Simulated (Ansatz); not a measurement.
**C₂H₁₀In₂SSi: basis-set convergence**

Aim: see how fast density functionals converge with the basis set for C₂H₁₀In₂SSi.

The runs use Ansatz 0.2.0, Gaussian basis; one geometry, several basis sets.

Levels to be run: PBE0-D4/def2-SVP; ωB97M-V/def2-SVP; PBE0-D4/def2-QZVPP; ωB97M-V/def2-QZVPP; the functionals' def2-TZVPP values are taken from earlier runs.

1 further run of the same task is left out (for a known fault of the program).

## 1. The relaxed structure

The geometry comes from an earlier relaxation with PBE0-D4 in a triple-zeta def2 set; it is a stationary point, not always the lowest conformer. In takes the def2 core potential; no spin-orbit term is included.

SMILES `C[S][In]([CH3])[SiH2][InH2]`, 16 atoms, charge 0, spin multiplicity 1.

Atoms are counted from 1 here; the program's logs count them from 0.

Bond lengths: C1–S2 1.814 Å, C1–H7 1.094 Å, C1–H8 1.094 Å, C1–H9 1.091 Å, S2–In3 2.407 Å, In3–C4 2.150 Å, In3–Si5 2.576 Å, C4–H10 1.090 Å, C4–H11 1.091 Å, C4–H12 1.091 Å, Si5–In6 2.556 Å, Si5–H13 1.493 Å, Si5–H14 1.493 Å, In6–H15 1.728 Å, In6–H16 1.728 Å. Angles: S2–C1–H7 111.4°, S2–C1–H8 111.4°, S2–C1–H9 107.9°, H7–C1–H8 111.3°, H7–C1–H9 107.3°, H8–C1–H9 107.3°, C1–S2–In3 104.4°, S2–In3–C4 112.1°, S2–In3–Si5 115.5°, C4–In3–Si5 132.4°, In3–C4–H10 110.1°, In3–C4–H11 109.9°, In3–C4–H12 109.6°, H10–C4–H11 109.5°, H10–C4–H12 109.4°, H11–C4–H12 108.4°, In3–Si5–In6 110.9°, In3–Si5–H13 106.7° and more.

Coordinates:

```
C    -0.7968   -0.9813    2.0106
S     0.5832   -1.8186    1.1818
In    1.0211   -0.4697   -0.7633
C     2.6348   -1.2563   -1.9464
Si   -0.4914    1.5962   -1.0441
In   -2.1872    1.7516    0.8621
H    -1.6901   -0.9659    1.3802
H    -0.5176    0.0267    2.3301
H    -1.0429   -1.5495    2.9083
H     3.0710   -2.1250   -1.4540
H     3.4011   -0.4922   -2.0839
H     2.2598   -1.5480   -2.9288
H     0.4127    2.7830   -1.1107
H    -1.1396    1.4740   -2.3840
H    -3.7211    0.9666    0.7311
H    -1.7969    2.6083    2.3110
```

## 2. PBE0-D4 in def2-SVP

File in.yaml:

```yaml
crystal:
  periodic: [false, false, false]
  atoms:
    - {symbol: C, position_ang: [-0.796772, -0.981269, 2.010641]}
    - {symbol: S, position_ang: [0.583159, -1.818594, 1.181752]}
    - {symbol: In, position_ang: [1.021131, -0.469738, -0.763258]}
    - {symbol: C, position_ang: [2.634756, -1.256328, -1.946429]}
    - {symbol: Si, position_ang: [-0.491361, 1.596241, -1.044127]}
    - {symbol: In, position_ang: [-2.187217, 1.751553, 0.862074]}
    - {symbol: H, position_ang: [-1.690118, -0.965942, 1.380190]}
    - {symbol: H, position_ang: [-0.517631, 0.026695, 2.330077]}
    - {symbol: H, position_ang: [-1.042947, -1.549479, 2.908316]}
    - {symbol: H, position_ang: [3.071032, -2.124961, -1.454017]}
    - {symbol: H, position_ang: [3.401102, -0.492215, -2.083888]}
    - {symbol: H, position_ang: [2.259826, -1.547969, -2.928844]}
    - {symbol: H, position_ang: [0.412663, 2.783041, -1.110652]}
    - {symbol: H, position_ang: [-1.139592, 1.474042, -2.383956]}
    - {symbol: H, position_ang: [-3.721101, 0.966571, 0.731107]}
    - {symbol: H, position_ang: [-1.796912, 2.608341, 2.311004]}
basis:
  gaussian: {orbitals: def2-SVP}
hamiltonian: {xc: pbe0, dispersion: d4}
output: {orbitals: {seedname: orbitals}}
```

On the command line:

```
$ ansatz run in.yaml --threads 2 --pin off --events-out ev --progress --plain --max-ram 32768MiB --backend cpu
```

After this run come: ωB97M-V in def2-SVP; PBE0-D4 in def2-QZVPP; ωB97M-V in def2-QZVPP.

**Question.** What will the summary of the whole plan be? Wanted: PBE0-D4: double and triple zeta above quadruple; ωB97M-V: double and triple zeta above quadruple.

The runs gave:

```
                                       quantity           value
PBE0-D4: double and triple zeta above quadruple  10.19, 0.80 eV
ωB97M-V: double and triple zeta above quadruple  10.39, 0.78 eV
```

For PBE0-D4 the step from double to triple zeta gains 9.39 eV and the next only 0.80 eV. Total energies overstate the basis error of differences, where much of it tends to cancel.
